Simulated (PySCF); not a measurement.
# CH4F3PSi: the cost of one run

Computed with PySCF 2.14.0, with density-fitted response routines of our own, on a single molecule in the gas phase. Atoms count from 0, in the outputs and in this text.

**1. The molecule as given**

10 atoms, charge 0, multiplicity 1; geometry from: GFN2-xTB. The atoms were then displaced at random by about 0.01 Å, so the start is not that level's minimum.

Bonds of the start (Å): F0–C1 1.36, C1–F2 1.36, C1–F3 1.35, C1–Si4 1.95, Si4–P5 2.21, Si4–H6 1.48, Si4–H7 1.46, P5–H8 1.41, P5–H9 1.39.

**2. Geometry optimisation at PBE0-D3(BJ)/def2-SVP**

The job: settings as JSON, then the geometry in Å.

```
{"job": {"xc": "PBE0", "basis": "def2-SVP", "d3": "d3bj", "grid": 1, "shake": 0.01, "kind": "geom"}, "charge": 0, "multiplicity": 1}
F     -1.496510    -0.935320     1.236030
C     -1.385310    -0.324980     0.023030
F     -2.541750     0.354070    -0.201540
F     -1.323230    -1.320200    -0.880130
Si     0.205030     0.796450    -0.072540
P      1.799730    -0.640740    -0.612100
H      0.201190     1.489330     1.231710
H     -0.038450     1.743370    -1.159870
H      1.778100    -1.344240     0.608410
H      2.851630     0.161340    -0.194050
```

Launch:

```sh
$ OMP_NUM_THREADS=1 python probes_run.py task.json out
```

This one command runs all jobs of the session in turn.

Q: Estimate the wall time and peak memory of this first job on 1 thread of Arm Neoverse V1, shared host.

About 50 s, with a peak of 0.46 GiB.
